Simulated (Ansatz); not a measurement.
# C₂H₅AlO, SMILES [OH][Al]1[CH2][CH2]1: a rigid torsion scan

Computed with the Ansatz DFT code, driven from Python.

The cells in order, each with its output:

**Cell 1**
```python
import ansatz as az
from ase import Atoms
```

**Cell 2**
```python
BASIS_SET = 'def2-SVP'
XC = 'hf'
FORCE_TOL = 0.02
```

**Cell 3**
```python
atoms = Atoms(['O', 'Al', 'C', 'C', 'H', 'H', 'H', 'H', 'H'], positions=[
    (-0.5906, 1.102, -2.4332),
    (-0.1984, 0.3255, -0.8655),
    (0.8996, -0.1489, 0.6816),
    (-0.3615, -0.8147, 0.7268),
    (-1.0525, 1.996, -2.1892),
    (1.7745, -0.829, 0.493),
    (1.093, 0.6433, 1.466),
    (-0.3663, -1.9031, 0.5434),
    (-1.1093, -0.4173, 1.56),
])
```

**Cell 4**
```python
# relax first, so that the scan starts from a minimum
first = (
    az.Crystal.molecule_from_ase(atoms).calculation()
    .basis(gaussian=BASIS_SET)
    .functional(XC)
    .relax(force_tolerance=FORCE_TOL, max_steps=80)
)
atoms.positions = first.run(threads=1, backend='cpu').report['positions_ang']
```

**Cell 5**
```python
start = atoms.get_dihedral(2, 1, 0, 4)
energies = {}
for turn in range(0, 360, 40):
    turned = atoms.copy()
    turned.set_dihedral(2, 1, 0, 4, start + turn, indices=[0, 4])
    base = az.Crystal.molecule_from_ase(turned).calculation()
    base = base.basis(gaussian=BASIS_SET)
    base = base.functional(XC)
    energies[round((start + turn) % 360)] = base.run(threads=1, backend='cpu').report['free_energy_ev']
floor = min(energies.values())
print('dihedral C2-Al1-O0-H4 (deg)   E - E(min) (eV)')
for angle, e in sorted(energies.items()):
    print(f'{angle:8d} {(e - floor):14.3f}  ' + '#' * int(30 * (e - floor) / max(max(energies.values()) - floor, 1e-9)))
```
Output:
```text
dihedral C2-Al1-O0-H4 (deg)   E - E(min) (eV)
      20          0.012  ###
      60          0.071  ######################
     100          0.092  ##############################
     140          0.040  ############
     180          0.000
     220          0.038  ############
     260          0.092  #############################
     300          0.072  #######################
     340          0.013  ####
```

The lowest point is at 180° and the highest at 100°, 0.092 eV (8.9 kJ/mol) above it, with the rest of the molecule held.

The scan is rigid and the energies are electronic, in a modest basis. With rigid groups the curve can differ much from the relaxed path, the start wasn't checked as a minimum of this torsion, and equivalent turns needn't return to the same energy. Timing: 25 s on 1 thread of Arm Neoverse V2, on a shared host, peak memory 0.22 GiB.

(Lines on the test bed's own set-up are left out of the output.)
